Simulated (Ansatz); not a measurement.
# C: a line through a two-coordinate scan

How does the energy of C (Fd-3m, No. 227; 2 atoms in the cell) vary with strain +e along z and -e/2 along x and y, at strain +e along x and -e along y = −7.50 %?

Computed with Ansatz 0.2.0 (DFT LDA, scalar-relativistic, plane waves, PAW, unless a step's input says otherwise).

8 further runs of the same task are left out: 8 set aside as unsound or not needed.

**1. The starting structure**

It takes space group Fd-3m (No. 227, cubic). The conventional cell has a = 3.532 Å, b = 3.532 Å, c = 3.532 Å, α = 90.00°, β = 90.00°, γ = 90.00°. Around C (site symmetry -43m) lie 4 C at 1.53 Å.

Structure file:

```
C
1.0
     0.00000    1.76577    1.76577
     1.76577    0.00000    1.76577
     1.76577    1.76577    0.00000
C
2
Direct
  0.50000 0.50000 0.50000
  0.75000 0.75000 0.75000
```

This cell was relaxed beforehand with the same method: volume 5.51 Å³/atom, gap on the mesh 4.21 eV.

**2. What is varied**

The energy is mapped over two homogeneous strains (x along [1 0 0], y along [0 1 0], z along [0 0 1] of the conventional cell).

- strain +e along x and -e along y: 9 values from −15.00 to 15.00 %
- strain +e along z and -e/2 along x and y: 9 values from −7.00 to 7.00 %

Nothing else is relaxed (symmetry fixes all fractional coordinates). Energies count from the relaxed crystal. Points are written as (first, second).

**3. Grid point (−7.50 %, −7.00 %)**

Contents of input.yaml:

```yaml
crystal:
  lattice:
    - [0.0, 1.9600048183, 1.6421661991]
    - [1.6951393023, 0.0, 1.6421661991]
    - [1.6951393023, 1.9600048183, 0.0]
  atoms:
    - { symbol: C, position: [0.5, 0.5, 0.5] }
    - { symbol: C, position: [0.75, 0.75, 0.75] }
basis:
  ecutwfc: 520.0
kpoints:
  mp_grid: { grid: [12, 12, 12] }
hamiltonian:
  xc: lda
  pseudopotentials: { kind: paw, azcp: { folder: soft_1 } }
scf:
  occupations: { method: gaussian, width: 0.05 }
output:
  forces: true
  stress: true
  eigenvalues: true
```

Started as:

```sh
> ansatz run input.yaml --threads 1 --pin off --max-ram 2048MiB --backend cpu --events-out ev --progress --plain --runs-dir out
```

Output (excerpt; [...] marks lines left out):

```text
Warning: <dir> the record states the generating functional pbe (its physics header spells it `PBE`), which answers neither for hamiltonian.xc's functional nor for the lda family's — results may be inconsistent (PPs are generated against a specific XC)
Warning: RAYON_NUM_THREADS=1 ignored (pool sized by the plan → 1); use --threads N
[...]
Pseudopotentials: kind: paw
Pseudopotential: C, paw, valence charge 4, recommended cutoff 420 eV (normal), <dir>
Functional definition: SPW92
[...]
Crystal: 2 atoms, lattice volume = 10.912 Å³
Basis set: ecut = 520 eV, 295 PW (Γ)
Bands: 8, of which v1, the nominal top of the filled ones, is band 4 counted from 1 (3 counted from 0)
Symmetry: 8 space group operations
Space group: Fddd (ITA 70), of the structure as read, at distance tolerance 2.2e-5 Å
k-points: 280 of 1728
[...]
SCF iter   1: F=—  HF=-486.056907 eV  |F-HF|=—  |Δ(HF+E_count)|=         —  Δρ=1.46e-1  dr2=1.63e0  ethr=3.10e-3  ⟨swp⟩=4.5  Hψ=14439  notcnv=0
[...]
SCF iter   6: F=-485.354744 eV  HF=-485.354744 eV  |F-HF|=1.71e-12  |Δ(HF+E_count)|=   4.54e-9  Δρ=4.45e-7  dr2=5.50e-12  ethr=1.10e-10  ⟨swp⟩=2.4  Hψ=8735  notcnv=0
[...]
SCF converged after 6 iterations
Free energy (F): -485.354744 eV
[...]
E sigma→0 (E₀):  -485.354744 eV
Fermi energy:    15.789528 eV
[...]
--- Forces (eV/Å), atoms counted from 1 ---
  atom   1  C      0.00000000     0.00000000     0.00000000
  atom   2  C      0.00000000     0.00000000     0.00000000
[...]
--- Stress (GPa, compression-positive) ---
       54.359005       0.000000       0.000000
        0.000000    -114.006655       0.000000
        0.000000       0.000000      74.701314
  P = ⅓ Tr σ = 5.0179 GPa (50.179 kbar)
--- Band table (eV; the first three rows and the last of 280) ---
  k-point 0: bands = ["-8.0180", "11.8869", "14.6708", "14.9927", "18.8988", "19.2894", "21.0656", "27.3886"]
[...]
```

Wall time 1.8 s (1 thread of Arm Neoverse V2, shared host); peak memory 0.28 GiB.

That is 320 meV/atom from the zero.

**4. The run at (−7.50 %, −5.25 %)**

Edit input.yaml of step 3 so:

```diff
@@ -2,5 +2,5 @@
   lattice:
-    - [0.0, 1.9600048183, 1.6421661991]
-    - [1.6951393023, 0.0, 1.6421661991]
-    - [1.6951393023, 1.9600048183, 0.0]
+    - [0.0, 1.9445543299, 1.673067176]
+    - [1.6796888139, 0.0, 1.673067176]
+    - [1.6796888139, 1.9445543299, 0.0]
   atoms:
```

Started as:

```sh
> ansatz run input.yaml --threads 1 --pin off --max-ram 2048MiB --backend cpu --events-out ev --progress --plain --runs-dir out
```

Output (excerpt; [...] marks lines left out):

```text
[...]
SCF converged after 6 iterations
Free energy (F): -485.464583 eV
[...]
E sigma→0 (E₀):  -485.464583 eV
Fermi energy:    15.858806 eV
[...]
--- Forces (eV/Å), atoms counted from 1 ---
  atom   1  C      0.00000000     0.00000000     0.00000000
  atom   2  C     -0.00000000     0.00000000     0.00000000
[...]
--- Stress (GPa, compression-positive) ---
       57.282771       0.000000       0.000000
        0.000000    -104.768567       0.000000
        0.000000       0.000000      59.909586
  P = ⅓ Tr σ = 4.1413 GPa (41.413 kbar)
--- Band table (eV; the first three rows and the last of 280) ---
  k-point 0: bands = ["-8.0325", "12.0203", "14.6873", "14.7288", "19.0346", "19.0832", "20.8776", "27.4807"]
[...]
```

Run time: 1.9 s. Hardware: 1 thread of Arm Neoverse V2, shared host; peak memory 0.28 GiB.

On the map this point reads 265 meV/atom.

**5. The run at (−7.50 %, −3.50 %)**

Edit input.yaml of step 4 so:

```diff
@@ -2,5 +2,5 @@
   lattice:
-    - [0.0, 1.9445543299, 1.673067176]
-    - [1.6796888139, 0.0, 1.673067176]
-    - [1.6796888139, 1.9445543299, 0.0]
+    - [0.0, 1.9291038415, 1.7039681529]
+    - [1.6642383255, 0.0, 1.7039681529]
+    - [1.6642383255, 1.9291038415, 0.0]
   atoms:
```

Started as:

```sh
> ansatz run input.yaml --threads 1 --pin off --max-ram 2048MiB --backend cpu --events-out ev --progress --plain --runs-dir out
```

Output (excerpt; [...] marks lines left out):

```text
Warning: <dir> the record states the generating functional pbe (its physics header spells it `PBE`), which answers neither for hamiltonian.xc's functional nor for the lda family's — results may be inconsistent (PPs are generated against a specific XC)
Warning: RAYON_NUM_THREADS=1 ignored (pool sized by the plan → 1); use --threads N
[...]
[... 3 set-up lines as earlier in the session ...]
[...]
Crystal: 2 atoms, lattice volume = 10.941 Å³
Basis set: ecut = 520 eV, 287 PW (Γ)
Bands: 8, of which v1, the nominal top of the filled ones, is band 4 counted from 1 (3 counted from 0)
[... 2 set-up lines as earlier in the session ...]
k-points: 280 of 1728
[...]
SCF iter   1: F=—  HF=-486.257150 eV  |F-HF|=—  |Δ(HF+E_count)|=         —  Δρ=1.46e-1  dr2=1.65e0  ethr=3.10e-3  ⟨swp⟩=4.6  Hψ=14460  notcnv=0
[...]
SCF iter   6: F=-485.547079 eV  HF=-485.547079 eV  |F-HF|=1.02e-12  |Δ(HF+E_count)|=   4.79e-9  Δρ=3.47e-7  dr2=4.07e-12  ethr=1.18e-10  ⟨swp⟩=2.5  Hψ=8587  notcnv=0
[...]
SCF converged after 6 iterations
Free energy (F): -485.547079 eV
[...]
E sigma→0 (E₀):  -485.547079 eV
Fermi energy:    15.750358 eV
[...]
--- Forces (eV/Å), atoms counted from 1 ---
  atom   1  C     -0.00000000    -0.00000000     0.00000000
  atom   2  C      0.00000000     0.00000000    -0.00000000
[...]
--- Stress (GPa, compression-positive) ---
       60.830297       0.000000      -0.000000
        0.000000     -94.885490      -0.000000
       -0.000000      -0.000000      44.561557
  P = ⅓ Tr σ = 3.5021 GPa (35.021 kbar)
--- Band table (eV; the first three rows and the last of 280) ---
  k-point 0: bands = ["-8.0424", "12.1697", "14.4642", "14.7218", "18.9060", "19.1966", "20.7184", "27.5709"]
[...]
```

Wall time 2 s (1 thread of Arm Neoverse V2, shared host); peak memory 0.28 GiB.

That is 224 meV/atom from the zero.

**6. Grid point (−7.50 %, −1.75 %)**

Edit input.yaml of step 5 so:

```diff
@@ -2,5 +2,5 @@
   lattice:
-    - [0.0, 1.9291038415, 1.7039681529]
-    - [1.6642383255, 0.0, 1.7039681529]
-    - [1.6642383255, 1.9291038415, 0.0]
+    - [0.0, 1.913653353, 1.7348691297]
+    - [1.648787837, 0.0, 1.7348691297]
+    - [1.648787837, 1.913653353, 0.0]
   atoms:
```

Started as:

```sh
> ansatz run input.yaml --threads 1 --pin off --max-ram 2048MiB --backend cpu --events-out ev --progress --plain --runs-dir out
```

Output (excerpt; [...] marks lines left out):

```text
Warning: <dir> the record states the generating functional pbe (its physics header spells it `PBE`), which answers neither for hamiltonian.xc's functional nor for the lda family's — results may be inconsistent (PPs are generated against a specific XC)
Warning: RAYON_NUM_THREADS=1 ignored (pool sized by the plan → 1); use --threads N
[...]
[... 3 set-up lines as earlier in the session ...]
[...]
Crystal: 2 atoms, lattice volume = 10.948 Å³
Basis set: ecut = 520 eV, 291 PW (Γ)
Bands: 8, of which v1, the nominal top of the filled ones, is band 4 counted from 1 (3 counted from 0)
[... 2 set-up lines as earlier in the session ...]
k-points: 280 of 1728
[...]
SCF iter   1: F=—  HF=-486.312773 eV  |F-HF|=—  |Δ(HF+E_count)|=         —  Δρ=1.46e-1  dr2=1.65e0  ethr=3.10e-3  ⟨swp⟩=4.6  Hψ=14459  notcnv=0
[...]
SCF iter   6: F=-485.601308 eV  HF=-485.601308 eV  |F-HF|=1.42e-12  |Δ(HF+E_count)|=   4.82e-9  Δρ=3.96e-7  dr2=4.53e-12  ethr=1.14e-10  ⟨swp⟩=2.5  Hψ=8606  notcnv=0
[...]
SCF converged after 6 iterations
Free energy (F): -485.601308 eV
[...]
E sigma→0 (E₀):  -485.601308 eV
Fermi energy:    15.632806 eV
[...]
--- Forces (eV/Å), atoms counted from 1 ---
  atom   1  C     -0.00000000     0.00000000     0.00000000
  atom   2  C      0.00000000     0.00000000    -0.00000000
[...]
--- Stress (GPa, compression-positive) ---
       65.003427       0.000000      -0.000000
        0.000000     -84.357041      -0.000000
       -0.000000      -0.000000      28.652046
  P = ⅓ Tr σ = 3.0995 GPa (30.995 kbar)
--- Band table (eV; the first three rows and the last of 280) ---
  k-point 0: bands = ["-8.0478", "12.3355", "14.1975", "14.7748", "18.7570", "19.3841", "20.5871", "27.6589"]
[...]
```

Wall time 2 s (1 thread of Arm Neoverse V2, shared host); peak memory 0.28 GiB.

Energy on the map's scale: 197 meV/atom.

**7. Point (−7.50 %, 0.00 %)**

Edit input.yaml of step 6 so:

```diff
@@ -2,5 +2,5 @@
   lattice:
-    - [0.0, 1.913653353, 1.7348691297]
-    - [1.648787837, 0.0, 1.7348691297]
-    - [1.648787837, 1.913653353, 0.0]
+    - [0.0, 1.8982028646, 1.7657701066]
+    - [1.6333373486, 0.0, 1.7657701066]
+    - [1.6333373486, 1.8982028646, 0.0]
   atoms:
@@ -21 +21,5 @@
   eigenvalues: true
+  write_density: true
+  write_potential: true
+  elf: true
+  volumetric_format: npy
```

Started as:

```sh
> ansatz run input.yaml --threads 1 --pin off --max-ram 2048MiB --backend cpu --events-out ev --progress --plain --runs-dir out
```

Output (excerpt; [...] marks lines left out):

```text
[...]
SCF converged after 6 iterations
Free energy (F): -485.626356 eV
[...]
E sigma→0 (E₀):  -485.626356 eV
Fermi energy:    15.537385 eV
[...]
--- Forces (eV/Å), atoms counted from 1 ---
  atom   1  C      0.00000000     0.00000000     0.00000000
  atom   2  C      0.00000000     0.00000000     0.00000000
[...]
--- Stress (GPa, compression-positive) ---
       69.802246       0.000000       0.000000
        0.000000     -73.184080       0.000000
        0.000000       0.000000      12.188434
  P = ⅓ Tr σ = 2.9355 GPa (29.355 kbar)
--- Band table (eV; the first three rows and the last of 280) ---
  k-point 0: bands = ["-8.0489", "12.5181", "13.9277", "14.8463", "18.6355", "19.5960", "20.4830", "27.7428"]
[...]
```

It took 2.8 s on 1 thread of Arm Neoverse V2, shared host; peak memory 0.29 GiB.

Axes a, b and c in the maps are those of this run's conventional cell (a, b, c = 3.267, 3.532, 3.796 Å).

Density in a lattice plane of the grid's cell (edges 3.27 and 3.80 Å, at 0.000 of the third edge), which holds C.

Ten even steps from ' ' (0.10 e/Å³) to '@' (1.74 e/Å³):
```
        ..--++##@@@@@@@@@@##++--..      
      ....--==**%%@@@@@@%%**==--....    
      ..::::==++**####****++==::::..    
........::::----==========----::::......
::::::::::::::::::::::::::::::::::::::::
======----::::..............::::----====
####**++==::::..          ..::::==++****
@@@@%%**==--....          ....--==**%%@@
@@@@@@##++--..              ..--++##@@@@
%%@@@@%%++--..              ..--++%%@@@@
@@@@@@##++--..              ..--++##@@@@
@@@@%%**==--....          ....--==**%%@@
##****++==::::..          ..::::==++**##
======----::::..............::::----====
::::::::::::::::::::::::::::::::::::::::
........::::----==========----::::......
      ..::::==++****####**++==::::..    
      ....--==**%%@@@@@@%%**==--....    
        ..--++##@@@@@@@@@@##++--..      
        ..--++%%@@@@%%@@@@%%++--..      
```
Columns run along the first of these edges and rows up along the second, over one cell in 20 and 20 even steps from the bottom left corner. Atoms in the plane (fractional): C at (0.00, 0.50), C at (0.50, 0.00).

ELF in the same plane.

Ten even steps from '0' (0.00) to '9' (0.75):
```
00125798520258975210
00135899864689985310
11235799988899975321
23345688887888865433
55666666655566666665
78888654332334568888
88999753211123579998
46899853100013589986
02589752100012579851
00378752100012578730
02589752100012579852
46899853100013589986
88999753211123579998
78888654332334568888
55666666655566666665
23345688887888865433
11235799988899975321
00135899864689985310
00125798510258975210
00125787300037875210
```
Columns run along the first of these edges and rows up along the second, over one cell in 20 and 20 even steps from the bottom left corner. Atoms in the plane (fractional): C at (0.00, 0.50), C at (0.50, 0.00).

Both are smooth fields of the valence electrons: close to the nuclei they are not physical.

Maxima of ELF outside the ion cores: 0.94 on the C–C line, 0.7 Å from C.

On the map this point reads 184 meV/atom.

**8. Point (−7.50 %, 3.50 %)**

Contents of input.yaml:

```yaml
crystal:
  lattice:
    - [0.0, 1.8673018877, 1.8275720603]
    - [1.6024363717, 0.0, 1.8275720603]
    - [1.6024363717, 1.8673018877, 0.0]
  atoms:
    - { symbol: C, position: [0.5, 0.5, 0.5] }
    - { symbol: C, position: [0.75, 0.75, 0.75] }
basis:
  ecutwfc: 520.0
kpoints:
  mp_grid: { grid: [12, 12, 12] }
hamiltonian:
  xc: lda
  pseudopotentials: { kind: paw, azcp: { folder: soft_1 } }
scf:
  occupations: { method: gaussian, width: 0.05 }
output:
  forces: true
  stress: true
  eigenvalues: true
```

Started as:

```sh
> ansatz run input.yaml --threads 1 --pin off --max-ram 2048MiB --backend cpu --events-out ev --progress --plain --runs-dir out
```

Output (excerpt; [...] marks lines left out):

```text
[...]
SCF converged after 6 iterations
Free energy (F): -485.585431 eV
[...]
E sigma→0 (E₀):  -485.585431 eV
Fermi energy:    15.410789 eV
[...]
--- Forces (eV/Å), atoms counted from 1 ---
  atom   1  C     -0.00000000     0.00000000     0.00000000
  atom   2  C      0.00000000     0.00000000    -0.00000000
[...]
--- Stress (GPa, compression-positive) ---
       81.266130       0.000000      -0.000000
        0.000000     -48.912051      -0.000000
       -0.000000      -0.000000     -22.326305
  P = ⅓ Tr σ = 3.3426 GPa (33.426 kbar)
--- Band table (eV; the first three rows and the last of 280) ---
  k-point 0: bands = ["-8.0384", "12.9349", "13.3765", "15.0462", "18.4727", "20.0902", "20.3537", "27.8797"]
[...]
```

Wall time 2.1 s (1 thread of Arm Neoverse V2, shared host); peak memory 0.28 GiB.

That is 205 meV/atom from the zero.

**9. The run at (−7.50 %, 5.25 %)**

Edit input.yaml of step 8 so:

```diff
@@ -2,5 +2,5 @@
   lattice:
-    - [0.0, 1.8673018877, 1.8275720603]
-    - [1.6024363717, 0.0, 1.8275720603]
-    - [1.6024363717, 1.8673018877, 0.0]
+    - [0.0, 1.8518513993, 1.8584730372]
+    - [1.5869858833, 0.0, 1.8584730372]
+    - [1.5869858833, 1.8518513993, 0.0]
   atoms:
```

Started as:

```sh
> ansatz run input.yaml --threads 1 --pin off --max-ram 2048MiB --backend cpu --events-out ev --progress --plain --runs-dir out
```

Output (excerpt; [...] marks lines left out):

```text
Warning: <dir> the record states the generating functional pbe (its physics header spells it `PBE`), which answers neither for hamiltonian.xc's functional nor for the lda family's — results may be inconsistent (PPs are generated against a specific XC)
Warning: RAYON_NUM_THREADS=1 ignored (pool sized by the plan → 1); use --threads N
[...]
[... 3 set-up lines as earlier in the session ...]
[...]
Crystal: 2 atoms, lattice volume = 10.924 Å³
Basis set: ecut = 520 eV, 305 PW (Γ)
Bands: 8, of which v1, the nominal top of the filled ones, is band 4 counted from 1 (3 counted from 0)
[... 2 set-up lines as earlier in the session ...]
k-points: 280 of 1728
[...]
SCF iter   1: F=—  HF=-486.219959 eV  |F-HF|=—  |Δ(HF+E_count)|=         —  Δρ=1.46e-1  dr2=1.63e0  ethr=3.10e-3  ⟨swp⟩=4.6  Hψ=14422  notcnv=0
[...]
SCF iter   6: F=-485.517827 eV  HF=-485.517827 eV  |F-HF|=2.27e-12  |Δ(HF+E_count)|=   4.75e-9  Δρ=5.65e-7  dr2=6.69e-12  ethr=1.08e-10  ⟨swp⟩=2.3  Hψ=8624  notcnv=0
[...]
SCF converged after 6 iterations
Free energy (F): -485.517827 eV
[...]
E sigma→0 (E₀):  -485.517827 eV
Fermi energy:    15.378270 eV
[...]
--- Forces (eV/Å), atoms counted from 1 ---
  atom   1  C     -0.00000000     0.00000000     0.00000000
  atom   2  C      0.00000000     0.00000000     0.00000000
[...]
--- Stress (GPa, compression-positive) ---
       87.923238       0.000000       0.000000
        0.000000     -35.815346       0.000000
        0.000000       0.000000     -40.325420
  P = ⅓ Tr σ = 3.9275 GPa (39.275 kbar)
--- Band table (eV; the first three rows and the last of 280) ---
  k-point 0: bands = ["-8.0269", "13.0946", "13.1698", "15.1747", "18.4302", "20.3274", "20.3711", "27.9162"]
[...]
```

Wall time 1.9 s (1 thread of Arm Neoverse V2, shared host); peak memory 0.28 GiB.

That is 239 meV/atom from the zero.

**10. Point (−7.50 %, 7.00 %)**

Edit input.yaml of step 9 so:

```diff
@@ -2,5 +2,5 @@
   lattice:
-    - [0.0, 1.8518513993, 1.8584730372]
-    - [1.5869858833, 0.0, 1.8584730372]
-    - [1.5869858833, 1.8518513993, 0.0]
+    - [0.0, 1.8364009109, 1.8893740141]
+    - [1.5715353949, 0.0, 1.8893740141]
+    - [1.5715353949, 1.8364009109, 0.0]
   atoms:
```

Started as:

```sh
> ansatz run input.yaml --threads 1 --pin off --max-ram 2048MiB --backend cpu --events-out ev --progress --plain --runs-dir out
```

Output (excerpt; [...] marks lines left out):

```text
[...]
SCF converged after 6 iterations
Free energy (F): -485.417792 eV
[...]
E sigma→0 (E₀):  -485.417782 eV
Entropy (-TS):   -0.000019 eV (-0.010 meV/atom)
Fermi energy:    15.362098 eV
[...]
--- Forces (eV/Å), atoms counted from 1 ---
  atom   1  C     -0.00000000    -0.00000000     0.00000000
  atom   2  C      0.00000000     0.00000000     0.00000000
[...]
--- Stress (GPa, compression-positive) ---
       95.139834       0.000000      -0.000000
        0.000000     -22.055164      -0.000000
       -0.000000      -0.000000     -58.755814
  P = ⅓ Tr σ = 4.7763 GPa (47.763 kbar)
--- Band table (eV; the first three rows and the last of 280) ---
  k-point 0: bands = ["-8.0115", "12.8085", "13.4225", "15.3223", "18.4131", "20.3259", "20.6737", "27.9138"]
[...]
```

Wall time 1.9 s (1 thread of Arm Neoverse V2, shared host); peak memory 0.28 GiB.

Energy on the map's scale: 289 meV/atom.

**11. What came out**

| strain +e along z and -e/2 along x and y (%) | step | energy (meV/atom) | slope (meV/atom per %) | pressure (GPa) | band gap on the k-mesh (eV) |
| --- | --- | --- | --- | --- | --- |
| −7.00 | 3 | 320 | −35 | 5.02 | 1.59 |
| −5.25 | 4 | 265 | −28 | 4.14 | 2.26 |
| −3.50 | 5 | 224 | −20 | 3.50 | 2.06 |
| −1.75 | 6 | 197 | −11 | 3.10 | 1.72 |
| 0.00 | 7 | 184 | −3 | 2.94 | 1.38 |
| 1.75 | – | 187 | 6 | 3.02 | 1.05 |
| 3.50 | 8 | 205 | 15 | 3.34 | 0.73 |
| 5.25 | 9 | 239 | 24 | 3.93 | 0.41 |
| 7.00 | 10 | 289 | 33 | 4.78 | 0.09 |

Energies count from the relaxed crystal. Rows without a step come from runs not printed here or follow by symmetry. Slopes come from the forces (and the stress, where the cell changes), not from differences of energies.

What this shows: The lowest point of the line is at 0.00 %, 184 meV/atom from the zero. A fit to energies and slopes at the lowest point and its two neighbours puts the minimum at 0.586 %, with a curvature of about 5 meV/atom per %². Divided by the reference volume, that is a stiffness of about 1400 GPa for this pattern of strain. The highest point computed, at −7.00 %, lies 136 meV/atom above the lowest. This is one cut through a surface in two coordinates; the map's lowest point lies off it. The gap on the mesh closes on part of the grid.

The gaps are Kohn-Sham values of a semilocal functional, not quasiparticle or optical gaps. Such gaps usually fall short of the measured ones.
